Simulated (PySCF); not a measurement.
# How the numerical set-up moves the result for Be2

The method stays; parts of the set-up, such as the basis or the Hamiltonian, are changed.

Method: method and basis as typed in the scripts; program: PySCF 2.14.0.

4 further runs of the same task are left out: 4 that didn't finish.

## 1. Where the work starts

Be2: 2 atoms, charge 0, spin multiplicity 1.

Bond lengths: Be1–Be2 1.920 Å.

## 2. The run that the others are compared with

The input, input.py:

```python
from pyscf import gto, scf, mp

mol = gto.M(
    atom='Be 0 0 0; Be 0 0 1.92',
    basis='sbkjc',
    ecp={'Be': 'sbkjc'},
    charge=0,
    spin=0,
    verbose=4,
)
mf = scf.RHF(mol)
mf.kernel()
mp.MP2(mf).kernel()
mf.dip_moment()
print('orbital energies (hartree):', mf.mo_energy[..., max(0, mol.nelec[1]-3):mol.nelec[0]+3].round(4))
```

Started as:

```console
$ OMP_NUM_THREADS=1 python input.py
```

The log of this run is left out.

It gives: E(SCF) = -1.866439 Eh, 7 cycles, E(MP2) − E(SCF) = -0.05411 Eh, μ = 0.00 D (of the SCF density).

The bond length is a typed value, not an optimised one.

## 3. Cc-pvdz (core potential off)

Edit 1 changes basis set: sbkjc → cc-pvdz; core potential: on → off. The core potential changes with it: totals don't compare.

The input, input.py:

```python
from pyscf import gto, scf, mp

mol = gto.M(
    atom='Be 0 0 0; Be 0 0 1.92',
    basis='cc-pvdz',
    charge=0,
    spin=0,
    verbose=4,
)
mf = scf.RHF(mol)
mf.kernel()
mp.MP2(mf).kernel()
mf.dip_moment()
print('orbital energies (hartree):', mf.mo_energy[..., max(0, mol.nelec[1]-3):mol.nelec[0]+3].round(4))
```

Started as:

```console
$ OMP_NUM_THREADS=1 python input.py
```

## 4. Cc-pvtz-dk (core potential off, X2C on)

Edit 2 changes basis set: sbkjc → cc-pvtz-dk; core potential: on → off; spin-free X2C: off → on. The core potential changes with it: totals don't compare.

input.py, as its differences from that of step 2:

```diff
@@ -4,4 +4,3 @@
     atom='Be 0 0 0; Be 0 0 1.92',
-    basis='sbkjc',
-    ecp={'Be': 'sbkjc'},
+    basis='cc-pvtz-dk',
     charge=0,
@@ -11,2 +10,3 @@
 mf = scf.RHF(mol)
+mf = mf.sfx2c1e()
 mf.kernel()
```

## 5. 6-31g* (core potential off)

Edit 3 changes basis set: sbkjc → 6-31g*; core potential: on → off. The core potential changes with it: totals don't compare.

input.py, as its differences from that of step 2:

```diff
@@ -4,4 +4,3 @@
     atom='Be 0 0 0; Be 0 0 1.92',
-    basis='sbkjc',
-    ecp={'Be': 'sbkjc'},
+    basis='6-31g*',
     charge=0,
```

## 6. Minao (core potential off)

Edit 4 changes basis set: sbkjc → minao; core potential: on → off. The core potential changes with it: totals don't compare.

input.py, as its differences from that of step 2:

```diff
@@ -4,4 +4,3 @@
     atom='Be 0 0 0; Be 0 0 1.92',
-    basis='sbkjc',
-    ecp={'Be': 'sbkjc'},
+    basis='minao',
     charge=0,
```

## 7. Core potential off

Edit 5 changes core potential: on → off. The core potential changes with it: totals don't compare.

input.py, as its differences from that of step 2:

```diff
@@ -5,3 +5,2 @@
     basis='sbkjc',
-    ecp={'Be': 'sbkjc'},
     charge=0,
```

Before running it: what results should come out? Wanted: for each run, E(SCF); from base; gap; after the SCF.

As calculated:

```csv
run,E(SCF) (hartree),from base (eV),cycles,gap (eV),functions,after the SCF
base,-1.866439,0,7,6.12,16,MP2 correlation -1.472 eV
cc-pvdz (core potential off),-29.097498,not comparable,7,6.26,28,MP2 correlation -1.968 eV
"cc-pvtz-dk (core potential off, X2C on)",-29.105000,not comparable,7,6.17,60,MP2 correlation -2.634 eV
6-31g* (core potential off),-29.087562,not comparable,7,6.46,28,MP2 correlation -2.022 eV
minao (core potential off),-29.018283,not comparable,2,n/a,4,n/a
core potential off (poor choice),-9.037046,not comparable,7,5.80,16,MP2 correlation -6.673 eV
```

What this shows: Rows marked «poor choice» come from settings spoiled on purpose.
